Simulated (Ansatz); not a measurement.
Li4NO:

```
O N Li
1.0
     3.31287    0.00000    0.00000
     0.00000    3.31287    0.00000
     0.00000    0.00000    4.93652
O N Li
1 1 4
Direct
  0.50000 0.50000 0.50000
  0.00000 0.00000 0.00000
  0.50000 0.00000 0.26385
  0.00000 0.50000 0.73615
  0.50000 0.00000 0.73615
  0.00000 0.50000 0.26385
```

The cell comes from a database or a generator and needn't be the stable form of this composition.

* Program: Ansatz 0.2.0
* Task: single point
* Functional: PBE
* Potentials or basis: Ansatz PAW
* Cutoff: 420 eV (not typed: the program's choice for these potentials)
* k mesh: 8 × 8 × 6
* Occupations: fermi-dirac, width 0.05 eV
* Spin: no spin polarisation

On this cell: pressure -1.6 GPa; largest force 0.017 eV/Å; band gap on the k mesh none (metal or under the smearing width).

The same run follows on a disturbed copy (atoms moved at random, drawn with an rms of 0.05 Å):

```
CELL_PARAMETERS angstrom
3.31287 0.00000 0.00000
0.00000 3.31287 0.00000
0.00000 0.00000 4.93652
ATOMIC_POSITIONS crystal
O 0.50053 0.48884 0.50166
N 0.01449 0.99259 0.00433
Li 0.49540 0.01650 0.26872
Li 0.99776 0.51394 0.72967
Li 0.50045 0.99330 0.73153
Li 0.00684 0.49337 0.26794
```

What does the disturbed cell give?

The energy (extrapolated to zero smearing) moves by +7.6 meV/atom; pressure -1.4 GPa; largest force 0.425 eV/Å; band gap on the k mesh none (metal or under the smearing width).

Forces on the atoms (eV/Å):
```
O    0.038  0.249  0.014
N   -0.213  0.103 -0.170
Li   0.173 -0.318 -0.224
Li   0.062 -0.280  0.298
Li   0.029  0.118  0.286
Li  -0.088  0.128 -0.204
```

Stress tensor (GPa, compression positive):
```
-2.05 -0.03  0.07
-0.03 -2.04  0.07
 0.07  0.07  0.01
```

Caveats: an odd number of electrons without spin polarisation forces a metal; a magnetic or distorted state may lie lower.
